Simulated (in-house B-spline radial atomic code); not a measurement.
**Ir⁴⁺: excited configurations**

Wanted: excitation energies of Ir⁴⁺ as differences of total energies (ΔSCF).

Program: in-house B-spline radial atomic code version 1. Level of theory: scalar-relativistic (spin-free one-electron X2C) M06-L, spin-polarised, spherical fractional occupations, Fermi nucleus, basis-set limit. These are calculated values, not measurements, unless marked.

### 1 Starting point

```
element       : iridium (Z = 77)
charge        : +4
electrons     : 73
configuration : [Xe] 4f14 5d5
Hamiltonian   : scalar-relativistic (X2C)
nucleus       : Fermi, rms radius 5.403 fm
```

Outer shells as boxes (Hund's rule):

[Xe] 4f14 5d5
```
[Xe] core
4f [↑↓][↑↓][↑↓][↑↓][↑↓][↑↓][↑↓]
5d [↑ ][↑ ][↑ ][↑ ][↑ ]
```

Where spins are not typed, each open shell is filled with up spins first.

### 2 The base configuration

Settings, as recorded:

```ini
Z = 77
electrons = 73.0
configuration = [Xe] 4f14 5d5
hamiltonian = x2c
method = m06l
spin_polarised = True
nucleus = fermi
rms_radius = 5.4032
mass_number = 193
atomic_mass = 192.962923753
speed_of_light = 137.035999084
```

### 3 Configuration [Xe] 4f13 5d5 5f1

The settings differ from step 2 so:

```diff
@@ -2,3 +2,3 @@
 electrons = 73.0
-configuration = [Xe] 4f14 5d5
+configuration = [Xe] 4f13 5d5 5f1
 hamiltonian = x2c
```

### 4 Configuration [Kr] 4d10 4f14 5s2 5p5 5d5 6p1

The settings differ from step 3 so:

```diff
@@ -2,3 +2,3 @@
 electrons = 73.0
-configuration = [Xe] 4f13 5d5 5f1
+configuration = [Kr] 4d10 4f14 5s2 5p5 5d5 6p1
 hamiltonian = x2c
```

### 5 Run with [Kr] 4d10 4f14 5s2 5p5 5d6

The settings differ from step 4 so:

```diff
@@ -2,3 +2,3 @@
 electrons = 73.0
-configuration = [Kr] 4d10 4f14 5s2 5p5 5d5 6p1
+configuration = [Kr] 4d10 4f14 5s2 5p5 5d6
 hamiltonian = x2c
```

### 6 Configuration [Kr] 4d9 4f14 5s2 5p6 5d5 6s1

The settings differ from step 5 so:

```diff
@@ -2,3 +2,3 @@
 electrons = 73.0
-configuration = [Kr] 4d10 4f14 5s2 5p5 5d6
+configuration = [Kr] 4d9 4f14 5s2 5p6 5d5 6s1
 hamiltonian = x2c
```

### 7 Run with [Kr] 4d9 4f14 5s2 5p6 5d5 6p1

The settings differ from step 6 so:

```diff
@@ -2,3 +2,3 @@
 electrons = 73.0
-configuration = [Kr] 4d9 4f14 5s2 5p6 5d5 6s1
+configuration = [Kr] 4d9 4f14 5s2 5p6 5d5 6p1
 hamiltonian = x2c
```

### 8 Configuration [Xe] 4f13 5d5 6s1

The settings differ from step 7 so:

```diff
@@ -2,3 +2,3 @@
 electrons = 73.0
-configuration = [Kr] 4d9 4f14 5s2 5p6 5d5 6p1
+configuration = [Xe] 4f13 5d5 6s1
 hamiltonian = x2c
```

**Question.** How far above the reference does each configuration lie (order and size, in eV)?

The runs gave:

| net move | configuration | 2|M_S|+1 | energy above the reference (eV) | largest <r> (bohr) |
| --- | --- | --- | --- | --- |
| 5p → 5d | [Kr] 4d10 4f14 5s2 5p5 5d6 | 6 | 51.687 | 1.49 |
| 5p → 6p | [Kr] 4d10 4f14 5s2 5p5 5d5 6p1 | 8 | 69.012 | 2.56 |
| 4f → 6s | [Xe] 4f13 5d5 6s1 | 8 | 73.832 | 2.17 |
| 4f → 5f | [Xe] 4f13 5d5 5f1 | 8 | 100.06 | 2.67 |
| 4d → 6s | [Kr] 4d9 4f14 5s2 5p6 5d5 6s1 | 8 | 307.11 | 2.17 |
| 4d → 6p | [Kr] 4d9 4f14 5s2 5p6 5d5 6p1 | 8 | 318.29 | 2.55 |

The energies run from 51.687 eV (5p → 5d) to 318.29 eV (4d → 6p). 3 of them lie more than 60 % above minus the reference's highest level (52.252 eV), in the range where a state can decay by emitting an electron. The reference has 2|M_S|+1 = 6; 5 of the configurations differ from it in spin. These are spherical averages at the typed spins, not spectroscopic levels.

Members of this set that are not shown: 4 did not converge.
